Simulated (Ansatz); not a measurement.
NiMoIrPdW:

```
Ni Mo Pd Ir W
1.0
     4.11705    0.00000    0.00000
    -2.05853    3.56547    0.00000
     0.00000    0.00000    5.44580
Ni Mo Pd Ir W
1 1 1 1 1
Direct
  0.00000 0.00000 0.95775
  0.66667 0.33333 0.96161
  0.66667 0.33333 0.46295
  0.33333 0.66667 0.72572
  0.33333 0.66667 0.23642
```

The cell was built by a generator and needn't be a form met in nature.

Base run:

* Program: Ansatz 0.2.0
* Functional: PBE
* Potentials or basis: Ansatz PAW
* Cutoff: 420 eV (not typed: the program's choice for these potentials)
* k mesh: 8 × 8 × 5
* Occupations: fermi-dirac, width 0.05 eV
* Spin: collinear spin, ferromagnetic start
* Starting moments: [1.0, 1.0, 0.0, 0.6, 0.0] μB

Its results: band gap on the k mesh none (metal or under the smearing width); pressure 0.0 GPa; net moment 0.00 μB per cell; largest force 0.043 eV/Å.

Task: The run is repeated on the same cell with these changes: functional from PBE to r2SCANh; cutoff from 420 eV (not typed: the program's choice for these potentials) to 500 eV (not typed: the program's choice for these potentials); k mesh from 8 × 8 × 5 to 3 × 3 × 2. What comes out?

Result: Band gap on the k mesh none (metal or under the smearing width); pressure -7.0 GPa; net moment 0.78 μB per cell; site moments Ni +0.33; Mo +0.02; Pd +0.07; Ir +0.03; W +0.26 μB; largest force 0.201 eV/Å.

Several settings changed at once, so the effect can't be laid on one alone.

Caveats: some runs use coarse meshes; the starting moments weren't kept (some runs); the magnetic or orbital state may not be the lowest (some runs); the PAW data sets come from PBE, with cores solved anew for the run's functional, which leaves a small shift of forces and pressure (some runs); the thresholds are loose for stress (some runs).
